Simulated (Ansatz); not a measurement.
**C2H9NSi2: up Jacob's ladder to CCSD(T)**

One table from this session's results is given with a row withheld; the runs are named, their logs left out.

Computed with Ansatz 0.2.0, Gaussian basis. Level: functionals in def2-TZVPP, the program's frozen cores in correlated methods.

Plan: PBE-D4, r2SCAN-D4, PBE0-D4, B3LYP-D4, ωB97X-V, ωB97M-V, B2PLYP; CCSD(T)/def2-TZVPP; MP2/def2-QZVPP; extrapolation to the limit.

## The relaxed structure

The geometry comes from an earlier relaxation with PBE0-D4 in a triple-zeta def2 set; it is a stationary point, not always the lowest conformer.

SMILES `C[SiH2][SiH2]C=N`, 14 atoms, charge 0, spin multiplicity 1.

Atoms are counted from 1 here; the program's logs count them from 0.

Bond lengths: C1–Si2 1.873 Å, C1–H6 1.091 Å, C1–H7 1.092 Å, C1–H8 1.092 Å, Si2–Si3 2.340 Å, Si2–H9 1.489 Å, Si2–H10 1.493 Å, Si3–C4 1.896 Å, Si3–H11 1.492 Å, Si3–H12 1.493 Å, C4–N5 1.271 Å, C4–H13 1.101 Å, N5–H14 1.023 Å. Angles: Si2–C1–H6 109.3°, Si2–C1–H7 110.8°, Si2–C1–H8 110.9°, H6–C1–H7 109.0°, H6–C1–H8 108.6°, H7–C1–H8 108.2°, C1–Si2–Si3 111.7°, C1–Si2–H9 111.2°, C1–Si2–H10 110.6°, Si3–Si2–H9 108.1°, Si3–Si2–H10 107.8°, H9–Si2–H10 107.2°, Si2–Si3–C4 108.5°, Si2–Si3–H11 113.0°, Si2–Si3–H12 112.8°, C4–Si3–H11 108.1°, C4–Si3–H12 107.6°, H11–Si3–H12 106.6° and more.

Geometry (Å):

```xyz
14

C    -0.86348    1.92382   -0.00936
Si    0.26814    0.93329    1.10686
Si    0.04470   -1.36733    0.74514
C     0.45763   -1.73463   -1.06810
N     0.69865   -0.75860   -1.84525
H    -0.61873    1.71103   -1.05126
H    -0.74544    2.99444    0.17172
H    -1.90944    1.66107    0.16339
H     1.69452    1.30051    0.88936
H    -0.04386    1.20152    2.54158
H     0.95348   -2.18383    1.60108
H    -1.34044   -1.86111    1.00267
H     0.48351   -2.77688   -1.42300
H     0.90777   -1.07250   -2.79583
```

Set-up of the first run:

in.yaml

```yaml
crystal:
  periodic: [false, false, false]
  atoms:
    - {symbol: C, position_ang: [-0.863480, 1.923823, -0.009363]}
    - {symbol: Si, position_ang: [0.268138, 0.933293, 1.106860]}
    - {symbol: Si, position_ang: [0.044704, -1.367327, 0.745140]}
    - {symbol: C, position_ang: [0.457626, -1.734634, -1.068099]}
    - {symbol: N, position_ang: [0.698649, -0.758603, -1.845247]}
    - {symbol: H, position_ang: [-0.618728, 1.711026, -1.051263]}
    - {symbol: H, position_ang: [-0.745440, 2.994442, 0.171725]}
    - {symbol: H, position_ang: [-1.909442, 1.661074, 0.163388]}
    - {symbol: H, position_ang: [1.694517, 1.300514, 0.889358]}
    - {symbol: H, position_ang: [-0.043863, 1.201519, 2.541581]}
    - {symbol: H, position_ang: [0.953484, -2.183829, 1.601080]}
    - {symbol: H, position_ang: [-1.340438, -1.861111, 1.002669]}
    - {symbol: H, position_ang: [0.483509, -2.776884, -1.423000]}
    - {symbol: H, position_ang: [0.907765, -1.072503, -2.795829]}
basis:
  gaussian: {orbitals: def2-TZVPP}
hamiltonian: {xc: pbe, dispersion: d4}
output: {forces: true, orbitals: {seedname: orbitals}}
```

Started as:

```bash
$ ansatz run in.yaml --threads 4 --pin off --events-out ev --progress --plain --max-ram 10444MiB
```

Among the steps run: PBE-D4 (GGA); r2SCAN-D4 (meta-GGA); PBE0-D4 (hybrid); B3LYP-D4 (hybrid); ωB97X-V (range-separated); ωB97M-V (range-separated); B2PLYP (double hybrid); CCSD(T) in def2-TZVPP; MP2 in def2-QZVPP.

One table of the session follows, with a row left open; its other results are not shown here.

```
            method  atomisation energy (kcal/mol)
            PBE-D4                         1176.1
         r2SCAN-D4                         1161.6
           PBE0-D4                         1161.1
          B3LYP-D4                         1166.2
           ωB97X-V                         1169.9
           ωB97M-V                         1165.7
            B2PLYP                         1149.2
     HF/def2-TZVPP                              ?
    MP2/def2-TZVPP                         1135.1
   CCSD/def2-TZVPP                         1117.1
CCSD(T)/def2-TZVPP                         1132.4
           MP2/CBS                         1165.3
       CCSD(T)/CBS                         1162.6
```

Estimate the missing values for HF/def2-TZVPP.

**Answer.** atomisation energy (kcal/mol): 851.6. In the column «atomisation energy (kcal/mol)» it is the lowest.

To keep in mind: Free atoms (2 C, 2 Si, 1 N, 9 H) were run apart at each level; the atomisation energy is their sum less the molecule, without zero-point or spin-orbit terms.
